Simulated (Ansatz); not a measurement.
# BGeN: the cost of one run

Program: Ansatz 0.2.0, Gaussian basis. Level of theory: def2-QZVPP, all electrons in the functionals, frozen cores in the correlation of double hybrids and RPA. These are calculated values, not measurements.

To be run: B2PLYP, at charge 0, triplet; charge 0, singlet; charge 0, quintet; charge 1, doublet; charge 1, quartet (not every functional at every point).

10 further runs of the same task are left out: 1 that didn't finish, 9 set aside as unsound or not needed.

## 1. The geometry

The geometry is a PBE0/def2-TZVP stationary point (not a proven minimum). No spin-orbit coupling is included. The filled d shell of Ge may be among the frozen orbitals whatever the setting's name suggests; the logs give the count.

3 atoms, charge 0, spin multiplicity 3.

Atoms are counted from 1 here; the program's logs count them from 0.

Bond lengths: B1–N2 1.267 Å, N2–Ge3 1.800 Å. Angles: B1–N2–Ge3 180.0°.

Coordinates:

```xyz
3
charge 0, multiplicity 3
B     0.0000    0.0000   -1.4446
N     0.0000    0.0000   -0.1777
Ge    0.0000    0.0000    1.6223
```

No dispersion term is added.

The geometry shown and the zero of energy belong to the point charge 0, triplet. The yardstick, RCCSD(T), and other wave-function levels (R restricted, U unrestricted, valence and pair active spaces) come from earlier runs.

## 2. B2PLYP, charge 0, triplet

Input file in.yaml:

```yaml
crystal:
  periodic: [false, false, false]
  atoms:
    - {symbol: B, position_ang: [0.000000, 0.000000, -1.444600]}
    - {symbol: N, position_ang: [0.000000, 0.000000, -0.177700]}
    - {symbol: Ge, position_ang: [0.000000, 0.000000, 1.622300]}
basis:
  gaussian: {orbitals: "def2-QZVPP.json"}
magnetization: {spin_polarized: true, initial_magnetization: 2}
hamiltonian: {xc: {name: B2PLYP}}
correlation: {electrons: outside_noble_gas}
```

Run with:

```console
> ansatz run in.yaml --threads 1 --pin off --events-out ev --progress --plain --max-ram 2393MiB
```

Q: Estimate wall time and peak memory on 1 thread of Arm Neoverse V2, shared host.

About 22 s, with a peak of 0.71 GiB.
